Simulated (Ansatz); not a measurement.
# C₆H₁₄OS: small, medium and large basis sets

One table from this session's results is given with a row withheld; the runs are named, their logs left out.

Computed with Ansatz 0.2.0, Gaussian basis. Level: one geometry, several basis sets.

The runs, in order: PBE0-D4/def2-SVP; ωB97M-V/def2-SVP; PBE0-D4/def2-QZVPP; ωB97M-V/def2-QZVPP; the functionals' def2-TZVPP values are taken from earlier runs.

**The geometry**

All runs share one geometry, relaxed beforehand with PBE0-D4 in a triple-zeta def2 set.

SMILES `CCCS(=O)CCC`, 22 atoms, charge 0, spin multiplicity 1.

Atoms are counted from 1 here; the program's logs count them from 0.

Bond lengths: C1–C2 1.521 Å, C1–H9 1.092 Å, C1–H10 1.093 Å, C1–H11 1.092 Å, C2–C3 1.519 Å, C2–H12 1.095 Å, C2–H13 1.094 Å, C3–S4 1.812 Å, C3–H14 1.094 Å, C3–H15 1.094 Å, S4–O5 1.486 Å, S4–C6 1.811 Å, C6–C7 1.519 Å, C6–H16 1.094 Å, C6–H17 1.094 Å, C7–C8 1.519 Å, C7–H18 1.094 Å, C7–H19 1.094 Å and more. Angles: C2–C1–H9 110.9°, C2–C1–H10 110.9°, C2–C1–H11 111.8°, H9–C1–H10 107.8°, H9–C1–H11 107.9°, H10–C1–H11 107.3°, C1–C2–C3 113.9°, C1–C2–H12 109.4°, C1–C2–H13 110.1°, C3–C2–H12 107.4°, C3–C2–H13 110.0°, H12–C2–H13 105.5°, C2–C3–S4 115.7°, C2–C3–H14 112.7°, C2–C3–H15 111.0°, S4–C3–H14 106.1°, S4–C3–H15 102.9°, H14–C3–H15 107.7° and more.

Set-up of the first run:

File in.yaml:

```yaml
crystal:
  periodic: [false, false, false]
  atoms:
    - {symbol: C, position_ang: [-1.515340, 0.093347, 2.437411]}
    - {symbol: C, position_ang: [-0.952502, -1.152757, 1.771987]}
    - {symbol: C, position_ang: [-1.355875, -1.308583, 0.315527]}
    - {symbol: S, position_ang: [-0.834775, 0.028132, -0.791562]}
    - {symbol: O, position_ang: [-1.322482, -0.350012, -2.143254]}
    - {symbol: C, position_ang: [0.938261, -0.340671, -0.775007]}
    - {symbol: C, position_ang: [1.663341, 0.505598, -1.807211]}
    - {symbol: C, position_ang: [1.681618, 1.988543, -1.477973]}
    - {symbol: H, position_ang: [-1.245428, 0.126324, 3.494791]}
    - {symbol: H, position_ang: [-2.606435, 0.112701, 2.370379]}
    - {symbol: H, position_ang: [-1.144023, 1.006601, 1.967651]}
    - {symbol: H, position_ang: [-1.304172, -2.041532, 2.306115]}
    - {symbol: H, position_ang: [0.137921, -1.168251, 1.862835]}
    - {symbol: H, position_ang: [-0.982238, -2.235130, -0.129767]}
    - {symbol: H, position_ang: [-2.444702, -1.304144, 0.208292]}
    - {symbol: H, position_ang: [1.035383, -1.407765, -0.996611]}
    - {symbol: H, position_ang: [1.309025, -0.145395, 0.236093]}
    - {symbol: H, position_ang: [1.191190, 0.338379, -2.779586]}
    - {symbol: H, position_ang: [2.688036, 0.130041, -1.889728]}
    - {symbol: H, position_ang: [0.671233, 2.401990, -1.436086]}
    - {symbol: H, position_ang: [2.156633, 2.174224, -0.510206]}
    - {symbol: H, position_ang: [2.235323, 2.548360, -2.234111]}
basis:
  gaussian: {orbitals: def2-SVP}
hamiltonian: {xc: pbe0, dispersion: d4}
output: {orbitals: {seedname: orbitals}}
```

Run with:

```console
$ ansatz run in.yaml --threads 4 --pin off --events-out ev --progress --plain --max-ram 63488MiB --backend cpu
```

Steps of the session up to this table: PBE0-D4 in def2-SVP; ωB97M-V in def2-SVP; PBE0-D4 in def2-QZVPP; ωB97M-V in def2-QZVPP.

One of the session's tables, all rows but one given; the rest of the session is left out.

It belongs to the step «Density functionals: the series». 

| functional | basis | HOMO (eV) | LUMO (eV) |
| --- | --- | --- | --- |
| PBE0-D4 | def2-SVP | ? | ? |
| PBE0-D4 | def2-TZVPP | -6.39 | 0.71 |
| PBE0-D4 | def2-QZVPP | -6.43 | 0.43 |
| ωB97M-V | def2-SVP | -8.40 | 2.99 |
| ωB97M-V | def2-TZVPP | -8.68 | 2.28 |
| ωB97M-V | def2-QZVPP | -8.72 | 1.63 |

Q: Estimate the row for PBE0-D4, def2-SVP from the others.

**Answer.** HOMO (eV): -6.14; LUMO (eV): 1.22. In the column «HOMO (eV)» it is the highest.
